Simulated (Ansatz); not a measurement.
# Cl₄H₃NSi₂: one species, many methods

How much do the methods differ for Cl₄H₃NSi₂? The plan is to run it at one geometry with functionals of several rungs and with coupled cluster. The yardstick is the atomisation energy at the CCSD(T) limit.

The runs use Ansatz 0.2.0, Gaussian basis; functionals in def2-TZVPP, the program's frozen cores in correlated methods.

The runs, in order: PBE-D4, r2SCAN-D4, PBE0-D4, B3LYP-D4, ωB97X-V, ωB97M-V, B2PLYP; CCSD(T)/def2-TZVPP; MP2/def2-QZVPP; extrapolation to the limit.

## Step 1: The geometry

An earlier PBE0-D4 in a triple-zeta def2 set relaxation fixed the geometry.

SMILES `Cl[SiH2]N[Si](Cl)(Cl)Cl`, 10 atoms, charge 0, spin multiplicity 1.

Atoms are counted from 1 here; the program's logs count them from 0.

Bond lengths: Cl1–Si2 2.053 Å, Si2–N3 1.726 Å, Si2–H8 1.478 Å, Si2–H9 1.474 Å, N3–Si4 1.697 Å, N3–H10 1.012 Å, Si4–Cl5 2.032 Å, Si4–Cl6 2.027 Å, Si4–Cl7 2.033 Å. Angles: Cl1–Si2–N3 112.3°, Cl1–Si2–H8 107.5°, Cl1–Si2–H9 107.1°, N3–Si2–H8 106.7°, N3–Si2–H9 110.4°, H8–Si2–H9 112.9°, Si2–N3–Si4 130.5°, Si2–N3–H10 114.4°, Si4–N3–H10 114.5°, N3–Si4–Cl5 111.4°, N3–Si4–Cl6 108.0°, N3–Si4–Cl7 111.4°, Cl5–Si4–Cl6 109.7°, Cl5–Si4–Cl7 106.9°, Cl6–Si4–Cl7 109.4°.

## Step 2: PBE-D4 (GGA)

in.yaml

```yaml
crystal:
  periodic: [false, false, false]
  atoms:
    - {symbol: Cl, position_ang: [-2.416425, 0.481641, -1.466163]}
    - {symbol: Si, position_ang: [-0.557563, -0.390211, -1.447195]}
    - {symbol: N, position_ang: [0.488140, 0.325635, -0.276083]}
    - {symbol: Si, position_ang: [0.513952, 0.177297, 1.414590]}
    - {symbol: Cl, position_ang: [0.167877, 1.963748, 2.319625]}
    - {symbol: Cl, position_ang: [-0.920871, -1.150897, 1.950355]}
    - {symbol: Cl, position_ang: [2.321452, -0.480152, 2.073546]}
    - {symbol: H, position_ang: [0.058761, -0.151117, -2.769413]}
    - {symbol: H, position_ang: [-0.752450, -1.821688, -1.154847]}
    - {symbol: H, position_ang: [1.097138, 1.045754, -0.644416]}
basis:
  gaussian: {orbitals: def2-TZVPP}
hamiltonian: {xc: pbe, dispersion: d4}
output: {forces: true, orbitals: {seedname: orbitals}}
```

The run is started by

```console
ansatz run in.yaml --threads 2 --pin off --events-out ev --progress --plain --max-ram 32768MiB --backend cuda --devices 0, --max-vram 18GiB
```

The runs that follow: r2SCAN-D4 (meta-GGA); PBE0-D4 (hybrid); B3LYP-D4 (hybrid); ωB97X-V (range-separated); ωB97M-V (range-separated); B2PLYP (double hybrid); CCSD(T) in def2-TZVPP; MP2 in def2-QZVPP.

Q: Predict the results of all the runs planned. Wanted: atomisation energy, CCSD(T)/CBS; farthest; mean size of error, hybrid; mean size of error, range-separated; gap, smallest and largest; T1 diagnostic; triples share of the correlation energy.

**Answer**, as computed:

| quantity | value |
| --- | --- |
| atomisation energy, CCSD(T)/CBS | 3411.4 kJ/mol |
| functionals within 17.1 kJ/mol (0.5 %) | r2SCAN-D4, PBE0-D4 |
| farthest | B2PLYP (-85.6 kJ/mol) |
| mean size of error, hybrid | 31.4 kJ/mol |
| mean size of error, range-separated | 23.0 kJ/mol |
| gap, smallest and largest | 6.21 eV (PBE-D4), 13.09 eV (ωB97X-V) |
| T1 diagnostic | 0.0094 |
| triples share of the correlation energy | 4.2 % |

PBE-D4 misses by +24.6 kJ/mol. Double hybrids carry the basis error of their MP2 part in triple zeta, and no dispersion term here, so their miss is partly the set-up's. Misses under about 17.1 kJ/mol are within the doubt on the reference itself, which lacks core-valence correlation, relativity and higher excitations. Hartree-Fock recovers 72 % of the binding; the rest is correlation. Orbital gaps span 6.2 to 13.1 eV; exact exchange widens them.
